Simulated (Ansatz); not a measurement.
**AlAsH (quartet): from Hartree-Fock to the top rungs at a displaced geometry (v1), cc-pVDZ**

Aim: climb from Hartree-Fock through coupled cluster for AlAsH (quartet) at one geometry and basis, and see what each rung misses.

Method: cc-pVDZ, correlated electrons: outside noble gas; program: Ansatz 0.2.0, Gaussian basis.

The runs, in order: UHF; CCSD(T) on ROHF; CCSD(T) on UHF; BCCD(T) on ROHF; CISD; CCSDT(Q) on ROHF; CCSDT(Q) on UHF.

## (1) What is computed

The geometry is a PBE0/def2-TZVP stationary point (not a proven minimum) with its atoms shifted at random (size 0.040 Å). No spin-orbit coupling is included. The filled d shell of As may be among the frozen orbitals whatever the setting's name suggests; the logs give the count.

3 atoms, charge 0, spin multiplicity 4.

Atoms are counted from 1 here; the program's logs count them from 0.

Bond lengths: Al1–As2 2.505 Å, Al1–H3 1.631 Å. Angles: As2–Al1–H3 112.3°.

In the tables R marks a restricted open-shell determinant and U an unrestricted one; correlation energies count from the lowest restricted Hartree-Fock solution.

## (2) UHF

Contents of in.yaml:

```yaml
crystal:
  periodic: [false, false, false]
  atoms:
    - {symbol: Al, position_ang: [0.000145, -0.106152, 1.814374]}
    - {symbol: As, position_ang: [-0.000688, 0.019798, -0.687143]}
    - {symbol: H, position_ang: [0.047276, 1.369992, 2.507311]}
basis:
  gaussian: {orbitals: cc-pVDZ}
magnetization: {spin_polarized: true, initial_magnetization: 3}
hamiltonian: {xc: hf}
output: {orbitals: {seedname: orbitals}}
```

Run with:

```bash
ansatz run in.yaml --threads 1 --pin off --events-out ev --progress --plain --max-ram 2393MiB
```

The runs that follow: CCSD(T) on ROHF; CCSD(T) on UHF; BCCD(T) on ROHF; CISD; CCSDT(Q) on ROHF; CCSDT(Q) on UHF.

Before running them: what should the planned runs give, taken together? Wanted: correlation energy, UCCSDT(Q); RMP2 from UCCSDT(Q); UMP2 from UCCSDT(Q); RCCSD from UCCSDT(Q); RCCSD(T) from UCCSDT(Q); UCCSD(T) from UCCSDT(Q); RCCSDT(Q) from UCCSDT(Q); T1 diagnostic.

The runs gave:

| quantity | value |
| --- | --- |
| correlation energy, UCCSDT(Q) | -4.1137 eV |
| RMP2 from UCCSDT(Q) | +959.3 meV |
| UMP2 from UCCSDT(Q) | +961.0 meV |
| RCCSD from UCCSDT(Q) | +153.2 meV |
| RCCSD(T) from UCCSDT(Q) | +44.5 meV |
| UCCSD(T) from UCCSDT(Q) | +35.5 meV |
| RCCSDT(Q) from UCCSDT(Q) | +9.3 meV |
| levels of the table within 1 kcal/mol (43 meV) | UCCSD(T), RCCSDT, UCCSDT, RCCSDT(Q) |
| T1 diagnostic | 0.031 |

RCCSD(T) misses by +44.5 meV, 1.1 % of the correlation energy. These misses are within one basis, not against nature; the frozen cores of restricted and unrestricted runs differ, which can shift their rows.
